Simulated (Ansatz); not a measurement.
LiMg₃, space group Fm-3m, cell relaxations under several functionals

Computed with the Python package of Ansatz (0.2.0).

Contents of `limg3.cif`:
```cif
data_LiMg3
_cell_length_a 4.926675
_cell_length_b 4.926675
_cell_length_c 4.926675
_cell_angle_alpha 60.00000
_cell_angle_beta 60.00000
_cell_angle_gamma 60.00000
_symmetry_space_group_name_H-M 'P 1'
_symmetry_Int_Tables_number 1
loop_
_symmetry_equiv_pos_as_xyz
'x, y, z'
loop_
_atom_site_label
_atom_site_type_symbol
_atom_site_fract_x
_atom_site_fract_y
_atom_site_fract_z
Li1 Li    0.500000    0.500000    0.500000
Mg2 Mg    0.000000    0.000000    0.000000
Mg3 Mg    0.250000    0.250000    0.250000
Mg4 Mg    0.750000    0.750000    0.750000
```

At the Python prompt:
```pycon
>>> import ansatz as az
>>> from ase.io import read
>>> import numpy as np
>>> def edges_and_angles(cell):
...     cell = np.asarray(cell)
...     a, b, c = np.linalg.norm(cell, axis=1)
...     cosines = cell[1] @ cell[2] / (b * c), cell[0] @ cell[2] / (a * c), cell[0] @ cell[1] / (a * b)
...     return (a, b, c, *np.degrees(np.arccos(cosines)))
...
>>> atoms = read('limg3.cif')
>>> xtal = az.Crystal.from_ase(atoms)
>>> [site.symbol for site in xtal.resolved().sites]
['Li', 'Mg', 'Mg', 'Mg']
>>> model = xtal.calculation()
>>> model = model.kpoints(6, 6, 6).basis(41 * az.Ry)
>>> model = model.occupations(az.OccupationsMethod.COLD, width=0.1).relax(cell=True, force_tolerance=0.005)
>>> levels = [('pbesol', 'd3bj'), ('blyp', 'd3bj'), ('pbesol', 'none')]
>>> print('level            a       b       c    alpha   beta  gamma  V/atom  steps')
level            a       b       c    alpha   beta  gamma  V/atom  steps
>>> for name, dispersion in levels:
...     seen = []
...     run = model.functional(name, dispersion=dispersion).session().plan()
...     res = run.execute(on_event=lambda e: seen.append(e) if e['event'] == 'relax_step' else None)
...     cell = res.lattice.cell_ang
...     label = name if dispersion == 'none' else f'{name}+{dispersion}'
...     print('{:13s} {:7.4f} {:7.4f} {:7.4f} {:6.2f} {:6.2f} {:6.2f}'.format(label, *edges_and_angles(cell)), f'{abs(np.linalg.det(cell)) / len(res.lattice.sites):7.3f} {len(seen):5d}')
...
pbesol+d3bj    4.8383  4.8383  4.8383  60.00  60.00  60.00  20.022     3
blyp+d3bj      4.7536  4.7536  4.7536  60.00  60.00  60.00  18.988     4
pbesol         4.9370  4.9370  4.9370  60.00  60.00  60.00  21.272     3
```

From smallest to largest: BLYP+D3BJ (18.99 Å³ an atom, -10.2 % against the start), PBEsol+D3BJ (20.02 Å³ an atom, -5.3 % against the start) and PBEsol (21.27 Å³ an atom, +0.6 % against the start). The spread is 12.0 % in volume.

Reading the output:
- Forces vanish by symmetry, so the ions can't move, and the end may be a saddle.
- BLYP and dispersion corrections can be off by several per cent in the lattices of metals, and by several GPa in the pressure at a fixed cell.
- The mesh is modest for a metal, so energies can be off by several to tens of meV an atom and pressures by half a GPa or more; differences at equal mesh fare better.
- Edges and angles are those of the cell as typed, here a primitive one, not of the conventional cell.
- The structure comes from a database of computed cells and needn't be a stable or known phase.
- Hardware and time: 24 s on 1 thread of Arm Neoverse V1, on a shared host, peak memory 0.39 GiB.
